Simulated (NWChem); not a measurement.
# One shape, several levels: GeSiH4F2 (SMILES F[SiH](F)[GeH3])

We compute a comparison of 6 runs (HF/STO-3G, HF/3-21G, B3LYP/6-31G*, B3LYP/def2-SVP, M06-2X/def2-SVP) of GeSiH4F2. 

The calculation is run with NWChem 7.3.0.

2 further runs of the same task are left out: 1 that didn't finish, 1 set aside as unsound or not needed.

**1. The system as given**

GeSiH4F2 has 8 atoms, charge 0, and is taken as a singlet. SMILES: `F[SiH](F)[GeH3]`. One bond was lengthened or shortened from a relaxed shape.

Bond lengths: F1–Si2 1.592 Å, Si2–F3 1.831 Å, Si2–Ge4 2.377 Å, Si2–H5 1.481 Å, Ge4–H6 1.536 Å, Ge4–H7 1.534 Å, Ge4–H8 1.536 Å. Some angles: F1–Si2–F3 107.0°, F1–Si2–Ge4 109.5°, F3–Si2–Ge4 109.5°, F1–Si2–H5 107.4°, F3–Si2–H5 107.4°, Ge4–Si2–H5 115.8°, Si2–Ge4–H6 109.5°, Si2–Ge4–H7 110.3°, Si2–Ge4–H8 109.5°, H6–Ge4–H7 109.3°.

**2. A single-point energy at HF/STO-3G (run 1)**

Contents of run.py:

```python
from ase import Atoms
from ase.calculators.nwchem import NWChem

atoms = Atoms('FSiFGeHHHH', positions=[
    [1.175344, -1.379637, 1.396202],
    [1.013444, -0.087637, 0.479702],
    [1.983100, -0.386400, -1.044700],
    [-1.277956, 0.203363, -0.082498],
    [1.650044, 1.043163, 1.193702],
    [-2.096456, 0.428563, 1.197602],
    [-1.808756, -1.037637, -0.812398],
    [-1.431956, 1.431863, -0.991598],
])

calc = NWChem(
    label='m1',
    theory='scf',
    memory='2200 mb',
    basis='STO-3G',
    basispar='spherical bse',
    scf={'nopen': '0', 'rhf': None, 'thresh': '1e-08', 'maxiter': '80'},
    task='energy',
)
atoms.calc = calc

print("Total energy (eV):", round(atoms.get_potential_energy(), 6))
print("dipole (e A):", atoms.get_dipole_moment().round(4))
```

On the command line:

```
export ASE_NWCHEM_COMMAND="nwchem PREFIX.nwi > PREFIX.nwo"
python run.py
```

Output:

```text
Total energy (eV): -69002.558847
dipole (e A): [-0.2179  0.2191  0.1132]
```

The calculator wrote m1.nwi:

```
title "m1"

permanent_dir m1

scratch_dir m1

start m1

geometry units angstrom nocenter noautosym noautoz
  F  1.1753439999999999e+00 -1.3796370000000000e+00 1.3962019999999999e+00
  Si 1.0134440000000000e+00 -8.7637000000000007e-02 4.7970200000000002e-01
  F  1.9831000000000001e+00 -3.8640000000000002e-01 -1.0447000000000000e+00
  Ge -1.2779560000000001e+00 2.0336299999999999e-01 -8.2498000000000002e-02
  H  1.6500440000000001e+00 1.0431630000000001e+00 1.1937020000000000e+00
  H  -2.0964559999999999e+00 4.2856300000000003e-01 1.1976020000000001e+00
  H  -1.8087560000000000e+00 -1.0376369999999999e+00 -8.1239799999999995e-01
  H  -1.4319560000000000e+00 1.4318630000000001e+00 -9.9159799999999998e-01
end

memory 2200 mb

basis spherical bse noprint
   * library STO-3G
end

scf
  nopen 0
  rhf
  thresh 1e-08
  maxiter 80
end

task scf energy
```

m1.nwo:

```text
Northwest Computational Chemistry Package (NWChem) 7.3.0
             --------------------------------------------------------

           Job information
           ---------------

    nwchem branch   = 7.3.0
    use scalapack   = T
    input           = m1.nwi
    prefix          = m1.
    data base       = m1/m1.db
    status          = startup
    nproc           =        1

           Memory information
           ------------------

    heap     =     72089598 doubles =      550.0 Mbytes
    stack    =     72089595 doubles =      550.0 Mbytes
    global   =    144179200 doubles =     1100.0 Mbytes (distinct from heap & stack)
    total    =    288358393 doubles =     2200.0 Mbytes
    verify   = yes
    hardfail = no

[... 138 lines left out ...]
 Convergence threshold     :          1.000E-08
[... 12 lines left out ...]
       Final RHF  results
[... 3 lines left out ...]
      One-electron energy =  -4251.128274902747
[... 1 line left out ...]
 Nuclear repulsion energy =    346.182509245800
[... 49 lines left out ...]
                       ROHF Final Molecular Orbital Analysis
[... 213 lines left out ...]
  Mulliken analysis of the total density
  --------------------------------------

    Atom       Charge   Shell Charges
 -----------   ------   -------------------------------------------------------
    1 F    9     9.33   2.00  1.96  5.37
    2 Si  14    13.20   2.00  1.99  5.90  1.21  2.11
    3 F    9     9.29   2.00  1.97  5.32
[... 4 lines of this table left out ...]
    8 H    1     1.11   1.11

       Multipole analysis of the density wrt the origin
       ------------------------------------------------

     L   x y z        total         open         nuclear
     -   - - -        -----         ----         -------
     0   0 0 0     -0.000000      0.000000     68.000000

     1   1 0 0     -0.411754      0.000000     -3.718043
[... 8 lines of this table left out ...]
     2   0 0 2    -29.991524      0.000000    126.090070

 Task  times  cpu:        2.9s     wall:        2.9s
 Total times  cpu:        2.9s     wall:        2.9s
```

It took 4.2 s on 1 thread of Intel Xeon at 2.60GHz (Ice Lake), shared host; peak memory 0.097 GiB.

**3. A single-point energy at HF/3-21G (run 2)**

Contents of sp.nw:

```
start sp
memory total 2200 mb

geometry noautosym nocenter noautoz
   F      1.175344    -1.379637     1.396202
   Si     1.013444    -0.087637     0.479702
   F      1.983100    -0.386400    -1.044700
   Ge    -1.277956     0.203363    -0.082498
   H      1.650044     1.043163     1.193702
   H     -2.096456     0.428563     1.197602
   H     -1.808756    -1.037637    -0.812398
   H     -1.431956     1.431863    -0.991598
end

basis "ao basis" spherical bse
   * library 3-21G
end

scf
   thresh 1e-08
   maxiter 80
end

task scf
```

On the command line:

```
nwchem sp.nw > sp.out
```

Output:

```text
[...]
  functions       =    61
[...]
  wavefunction    = RHF
[...]
         Total SCF energy =  -2552.933965106625
      One-electron energy =  -4253.713331883124
      Two-electron energy =   1354.596857530699
 Nuclear repulsion energy =    346.182509245800
        Time for solution =      3.5s
[...]
```

Wall time 4.2 s (1 thread of Intel Xeon at 2.60GHz (Ice Lake), shared host); peak memory 0.097 GiB.

Runs 3 to 5 aren't shown in full; the table further down has their settings and results.

**4. A single-point energy at M06-2X/def2-SVP (run 6)**

Contents of f2geh4si.nw:

```
echo
start f2geh4si
memory stack 880 mb heap 220 mb global 1100 mb

geometry noautosym nocenter noautoz
  F     1.175344   -1.379637    1.396202
  Si    1.013444   -0.087637    0.479702
  F     1.983100   -0.386400   -1.044700
  Ge   -1.277956    0.203363   -0.082498
  H     1.650044    1.043163    1.193702
  H    -2.096456    0.428563    1.197602
  H    -1.808756   -1.037637   -0.812398
  H    -1.431956    1.431863   -0.991598
end

basis spherical bse
  * library def2-SVP
end

dft
  xc m06-2x
  mult 1
  grid fine
  convergence energy 1e-08
  maxiter 100
  mulliken
  noprint "final vectors analysis"
end

task dft energy
```

On the command line:

```
nwchem f2geh4si.nw > f2geh4si.out
```

Output:

```text
[...]
          Wavefunction type:  closed shell.
          No. of atoms     :     8
          No. of electrons :    68
[...]
          Charge           :     0
          Spin multiplicity:     1
[...]
          AO basis - number of functions:    98
[...]
              XC Information
              --------------
                       M06-2X Method XC Functional
                     Hartree-Fock (Exact) Exchange  0.540
                        M06-2X Exchange Functional  1.000
                      M06-2X Correlation Potential  1.000
[...]
 d= 0,ls=0.0,diis     1  -2567.9702972960 -2.91D+03  1.36D-02  8.33D-01     3.1
[...]
 d= 0,ls=0.0,diis     9  -2568.0729064826 -9.62D-09  8.50D-07  4.04D-09    22.5
         Total DFT energy =    -2568.072906482559
      One electron energy =    -4267.255503631553
           Coulomb energy =     1475.404567949321
    Exchange-Corr. energy =     -122.404480046127
 Nuclear repulsion energy =      346.182509245800
[...]
      Total Density - Mulliken Population Analysis
     ---------------------------------------------
    Atom       Charge   Shell Charges
 -----------   ------   -------------------------------------------------------
    1 F    9     9.34   1.99  1.12  0.80  3.35  2.07  0.01
    2 Si  14    13.09   2.00  1.98  1.02  0.09  5.93  1.12  0.60  0.35
    3 F    9     9.45   1.99  1.11  0.85  3.30  2.20  0.00
    4 Ge  32    31.88   2.00  2.00  1.99  1.06  0.26  6.00  5.98  1.43  1.06  8.14  1.79  0.17
    5 H    1     1.09   0.74  0.34  0.01
    6 H    1     1.05   0.71  0.33  0.01
    7 H    1     1.04   0.71  0.32  0.01
    8 H    1     1.05   0.71  0.33  0.01
[...]
```

Run time: 23 s. Hardware: 1 thread of Intel Xeon at 2.60GHz (Ice Lake), shared host; peak memory 0.12 GiB.

**5. The series**

| run | level | Cartesian functions | iteration cap | energy (Eh) | wall time |
| --- | --- | --- | --- | --- | --- |
| 1 | HF/STO-3G | no | 80 | -2535.797287 | 4.2 s |
| 2 | HF/3-21G | no | 80 | -2552.933965 | 4.2 s |
| 3 | B3LYP/6-31G* (Cartesian functions) | yes | 100 | -2568.442528 | 25 s |
| 4 | B3LYP/6-31G* (spherical functions) | no | 100 | -2568.433244 | 29 s |
| 5 | B3LYP/def2-SVP | no | 100 | -2568.232057 | 17 s |
| 6 | M06-2X/def2-SVP | no | 100 | -2568.072906 | 23 s |

**6. Results**

```
            quantity           value
 run 6: total energy  -2568.07291 Eh
run 6: dipole moment          2.63 D
```

Over runs 1, 2, 6 the dipole moment (its size) runs from 1.58 D (HF/STO-3G) to 3.07 D (HF/3-21G). Totals of different functionals can't be ranked against each other. In run 1 the basis is minimal, so the values are rough. All runs together took 1.7 min, the longest 29 s.
